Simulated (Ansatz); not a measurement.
**TiN: pressure up to the limit of the methods**

Aim: compress TiN (rocksalt type) step by step, far beyond the usual range, and follow pressure and electronic structure. Methods of the runs shown: PAW. Its runs: cell relaxed at zero pressure (PAW); volume scaled by 1 (PAW); volume scaled by 0.94 (PAW); volume scaled by 0.88 (PAW); volume scaled by 0.8 (PAW); volume scaled by 0.72 (PAW); volume scaled by 0.64 (PAW); volume scaled by 0.55 (PAW and PAW (level accurate)).

Method: DFT r²SCAN, with the methods named in each step, in Ansatz 0.2.0.

1 further run of the same task is left out (it didn't finish).

**1. The starting structure**

Symmetry: Fm-3m, No. 225, cubic system. Conventional cell: a = 4.309 Å, b = 4.309 Å, c = 4.309 Å, α = 90.00°, β = 90.00°, γ = 90.00°. Ti (site symmetry m-3m) is surrounded by 6 N at 2.15 Å. Around N (site symmetry m-3m) lie 6 Ti at 2.15 Å.

As a file:

```
CELL_PARAMETERS angstrom
0.00000 2.15443 2.15443
2.15443 0.00000 2.15443
2.15443 2.15443 0.00000
ATOMIC_POSITIONS crystal
Ti 0.00000 0.00000 0.00000
N 0.50000 0.50000 0.50000
```

Whether this phase is the stable one at these pressures isn't tested.

Atoms are numbered in the order of the input: Ti1, N2.

**2. Cell relaxed at zero pressure, PAW**

The input, input.yaml:

```yaml
crystal:
  lattice:
    - [0.0, 2.15443469, 2.15443469]
    - [2.15443469, 0.0, 2.15443469]
    - [2.15443469, 2.15443469, 0.0]
  atoms:
    - { symbol: Ti, position: [0.0, 0.0, 0.0] }
    - { symbol: "N", position: [0.5, 0.5, 0.5] }
kpoints:
  mp_grid: { grid: [17, 17, 17] }
scf:
  occupations: { method: fermi_dirac, width: 0.1 }
hamiltonian:
  xc: r2scan
  pseudopotentials: { kind: paw }
output:
  forces: true
  stress: true
relax:
  f_tol: 0.005
  max_steps: 40
  cell: {}
```

The run is started by

```sh
$ ansatz run input.yaml --threads 1 --pin off --max-ram 2048MiB --backend cpu --events-out ev --progress --plain --runs-dir out
```

The runs that follow: Volume scaled by 1, PAW; Volume scaled by 0.94, PAW; Volume scaled by 0.88, PAW; Volume scaled by 0.8, PAW; Volume scaled by 0.72, PAW; Volume scaled by 0.64, PAW; Volume scaled by 0.55, PAW; Volume scaled by 0.55, PAW (level accurate).

Before running it: what results should come out? Wanted: PAW pressure at 0.55 of the volume; PAW; fitted bulk modulus at zero pressure.

The runs gave:

| quantity | value |
| --- | --- |
| PAW pressure at 0.55 of the volume | 596.0 GPa |
| PAW (level accurate) pressure at 0.55 of the volume | 596.4 GPa |
| fitted bulk modulus at zero pressure (PAW) | 301 GPa |
| its pressure derivative | 4.00 |

**Reading.** At 0.55 of the starting volume PAW gives 596 GPa. One third-order Birch-Murnaghan curve follows these points (B₀ = 301 GPa, B′ = 4.00, misfit at most 1.77 GPa). A fit over so wide a range leans to the high pressures, so B₀ can be off by several per cent. No all-electron run checks these rows here, and frozen cores can fail under such compression. The ions are at rest, and the electrons smeared by 0.1 eV. TiN has an odd count of electrons, so a run without spin can force a false metal and spoil its energy.
